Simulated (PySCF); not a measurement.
# [Yb(H2CO)]2+: other functionals and bases at one geometry

The task here is to estimate one member of a computed series from the others.

The runs use PySCF 2.14.0; several levels, as the steps say, no spin–orbit coupling.

1 further run of the same task is left out (for a known fault of the program).

### Where the work starts

5 atoms, charge 2, spin multiplicity 1.

Bond lengths: Yb1–O2 2.270 Å, O2–C3 1.231 Å, C3–H4 1.108 Å, C3–H5 1.108 Å. Angles: Yb1–O2–C3 180.0°, O2–C3–H4 120.5°, O2–C3–H5 120.5°, H4–C3–H5 119.1°.

Coordinates:

| atom | x (Å) | y (Å) | z (Å) |
| --- | --- | --- | --- |
| Yb1 | 0.0000 | 0.0000 | -0.2351 |
| O2 | 0.0000 | 0.0000 | 2.0352 |
| C3 | 0.0000 | 0.0000 | 3.2657 |
| H4 | 0.9548 | 0.0000 | 3.8274 |
| H5 | -0.9548 | 0.0000 | 3.8274 |

Formal oxidation states: Yb +2. Each metal's 14 4f electrons lie in its core potential, so multiplicities, spins and levels count the valence alone. An earlier session relaxed this geometry at PBE0, Yb lcecp-0-SVP with ECP60, O def2-SVP, C def2-SVP, H def2-SVP (singlet, point group C2v).

At PBE0 on the finer grid: E = -146.690303 Eh, frontier levels not given, since the 4f levels lie in the core, Mulliken charge on Yb1 +1.74 e, largest force component 0.003 eV/Å. 

Levels to run: M06-L; BLYP; PBE0, TZVP. Hardware: 2 threads of Arm Neoverse V1, shared host.

The first run:

Contents of run.py (the lines that set the calculation):

```python
mol = gto.M(atom='''
Yb     0.00000     0.00000    -0.23515
O      0.00000     0.00000     2.03516
C      0.00000     0.00000     3.26573
H      0.95485     0.00000     3.82738
H     -0.95485     0.00000     3.82738''',
    basis={'Yb': 'lcecp-0-SVP', 'O': 'def2-SVP', 'C': 'def2-SVP', 'H': 'def2-SVP'},
    ecp={'Yb': 'lcecp-0-SVP'},
    charge=2, spin=0)
mf = dft.RKS(mol, xc='M06L')
mf.grids.atom_grid = (75, 302)  # f atoms: unpruned, at least (60, 302)
mf = mf.density_fit()  # fitting sets: Yb AutoAux, O def2-universal-JKFIT, C def2-universal-JKFIT, H def2-universal-JKFIT
mf.conv_tol = 1e-08; mf.max_cycle = 55
mf.kernel(dm0)  # dm0: the density of the relaxed state
```

Launch:

```sh
> OMP_NUM_THREADS=2 python run.py
```

Among the steps run: M06-L; BLYP; PBE0, TZVP.

One table of the session follows, with a row left open; its other results are not shown here.

| level | charge on Yb1 (e) | dipole (D) | largest force component (eV/Å) |
| --- | --- | --- | --- |
| PBE0 (relaxed here) | 1.74 | 2.59 | 0.00 |
| M06-L | ? | ? | ? |
| BLYP | 1.69 | 2.70 | 1.16 |
| PBE0, TZVP | 1.83 | 2.70 | 0.28 |

**Question.** Estimate the row for M06-L.

As computed: charge on Yb1 (e): 1.77; dipole (D): 2.35; largest force component (eV/Å): 0.24. In the column «charge on Yb1 (e)» it lies between PBE0 (relaxed here) (1.74) and PBE0, TZVP (1.83).

The dipole of a charged species depends on the origin, so these sizes hold for this origin alone.

The largest leftover force, 1.16 eV/Å with BLYP, stands at a geometry relaxed at another level. With 4f in the core, its levels are missing from HOMO and gap, and its count is fixed, so no charge can pass from the ligands into it. Total energies of different levels can't be compared.
